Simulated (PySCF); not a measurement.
# H4O4Tl (Tl(OH)4-): the cost of one run

The runs use PySCF 2.14.0; several levels, as the steps say, no spin–orbit coupling.

3 further runs of the same task are left out: 2 for a known fault of the program, 1 that didn't finish.

### Step 1. The system as given

9 atoms, charge -1, spin multiplicity 1.

Bond lengths: Tl1–O2 2.172 Å, Tl1–O4 2.172 Å, Tl1–O6 2.172 Å, Tl1–O8 2.172 Å, O2–H3 0.969 Å, O4–H5 0.969 Å, O6–H7 0.969 Å, O8–H9 0.969 Å. Angles: O2–Tl1–O4 114.9°, O2–Tl1–O6 106.8°, O2–Tl1–O8 106.8°, O4–Tl1–O6 106.8°, O4–Tl1–O8 106.8°, O6–Tl1–O8 114.9°, Tl1–O2–H3 102.2°, Tl1–O4–H5 102.2°, Tl1–O6–H7 102.2°, Tl1–O8–H9 102.2°.

As a file:

```xyz
9
H4O4Tl
Tl    0.0000    0.0000    0.0001
O     1.0179    1.5220    1.1680
H     1.8269    1.0637    1.4407
O    -1.0179   -1.5220    1.1680
H    -1.8269   -1.0637    1.4407
O     1.5220   -1.0180   -1.1678
H     1.0634   -1.8268   -1.4409
O    -1.5220    1.0180   -1.1678
H    -1.0634    1.8268   -1.4409
```

Formal oxidation states: Tl +3. An earlier session relaxed this geometry at B3LYP, Tl def2-SVP with ECP60, O def2-SVP, H def2-SVP (singlet, point group S4).

At B3LYP on the finer grid: E = -475.651786 Eh, HOMO -2.19 eV, LUMO 2.86 eV, Mulliken charge on Tl1 +0.49 e, largest force component 0.014 eV/Å. 

Levels to run: HF; BLYP; TPSS; PBE; B3LYP, TZVP; B3LYP, x2c-SVP. Hardware: 2 threads of Arm Neoverse V2, shared host.

### Step 2. HF

File run.py (the lines that set the calculation):

```python
mol = gto.M(atom='''
Tl     0.00000     0.00000     0.00007
O      1.01791     1.52198     1.16802
H      1.82690     1.06369     1.44067
O     -1.01791    -1.52198     1.16802
H     -1.82690    -1.06369     1.44067
O      1.52198    -1.01796    -1.16784
H      1.06340    -1.82680    -1.44088
O     -1.52198     1.01796    -1.16784
H     -1.06340     1.82680    -1.44088''',
    basis={'Tl': 'def2-SVP', 'O': 'def2-SVP', 'H': 'def2-SVP'},
    ecp={'Tl': 'def2-SVP'},
    charge=-1, spin=0)
mf = scf.RHF(mol)
mf = mf.density_fit()  # fitting sets: Tl def2-universal-JKFIT, O def2-universal-JKFIT, H def2-universal-JKFIT
mf.conv_tol = 1e-08; mf.max_cycle = 55
mf.kernel(dm0)  # dm0: the density of the relaxed state
```

Started as:

```console
OMP_NUM_THREADS=2 python run.py
```

**Question.** How long does this run take on 2 threads of Arm Neoverse V2, shared host?

About 1.9 s.
